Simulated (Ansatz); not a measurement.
# C2H7BN2Si: the cost of one run

Computed with Ansatz 0.2.0, Gaussian basis. Level: functionals in def2-TZVPP, the program's frozen cores in correlated methods.

Plan: PBE-D4, r2SCAN-D4, PBE0-D4, B3LYP-D4, ωB97X-V, ωB97M-V, B2PLYP; CCSD(T)/def2-TZVPP; MP2/def2-QZVPP; extrapolation to the limit.

## Step 1: The geometry

All runs share one geometry, relaxed beforehand with PBE0-D4 in a triple-zeta def2 set.

SMILES `N=C=CNB[SiH3]`, 13 atoms, charge 0, spin multiplicity 1.

Atoms are counted from 1 here; the program's logs count them from 0.

Bond lengths: N1–C2 1.222 Å, N1–H7 1.021 Å, C2–C3 1.312 Å, C3–N4 1.404 Å, C3–H8 1.082 Å, N4–B5 1.392 Å, N4–H9 1.010 Å, B5–Si6 2.010 Å, B5–H10 1.199 Å, Si6–H11 1.491 Å, Si6–H12 1.491 Å, Si6–H13 1.495 Å. Angles: C2–N1–H7 115.4°, N1–C2–C3 173.0°, C2–C3–N4 124.4°, C2–C3–H8 119.1°, N4–C3–H8 116.5°, C3–N4–B5 126.2°, C3–N4–H9 114.0°, B5–N4–H9 119.8°, N4–B5–Si6 119.9°, N4–B5–H10 117.0°, Si6–B5–H10 123.1°, B5–Si6–H11 111.6°, B5–Si6–H12 111.7°, B5–Si6–H13 111.3°, H11–Si6–H12 107.1°, H11–Si6–H13 107.5°, H12–Si6–H13 107.5°.

## Step 2: PBE-D4 (GGA)

in.yaml reads:

```yaml
crystal:
  periodic: [false, false, false]
  atoms:
    - {symbol: N, position_ang: [-0.321386, -3.677357, 0.735991]}
    - {symbol: C, position_ang: [0.150753, -2.551154, 0.706099]}
    - {symbol: C, position_ang: [0.714387, -1.379868, 0.529903]}
    - {symbol: N, position_ang: [0.055257, -0.250536, 0.018708]}
    - {symbol: B, position_ang: [0.597094, 1.024002, -0.122938]}
    - {symbol: Si, position_ang: [-0.516502, 2.505716, -0.900148]}
    - {symbol: H, position_ang: [-0.784463, -3.934507, 1.608870]}
    - {symbol: H, position_ang: [1.750548, -1.246648, 0.812641]}
    - {symbol: H, position_ang: [-0.894506, -0.427742, -0.274957]}
    - {symbol: H, position_ang: [1.731355, 1.176466, 0.235457]}
    - {symbol: H, position_ang: [-0.663315, 3.640836, 0.055485]}
    - {symbol: H, position_ang: [0.092022, 3.057112, -2.144557]}
    - {symbol: H, position_ang: [-1.890543, 2.028981, -1.245853]}
basis:
  gaussian: {orbitals: def2-TZVPP}
hamiltonian: {xc: pbe, dispersion: d4}
output: {forces: true, orbitals: {seedname: orbitals}}
```

Started as:

```
ansatz run in.yaml --threads 4 --pin off --events-out ev --progress --plain --max-ram 10444MiB
```

**Question.** How long does this run take on 4 threads of Arm Neoverse V1, shared host, and how much memory does it need?

About 3.4 s, with a peak of 0.4 GiB.
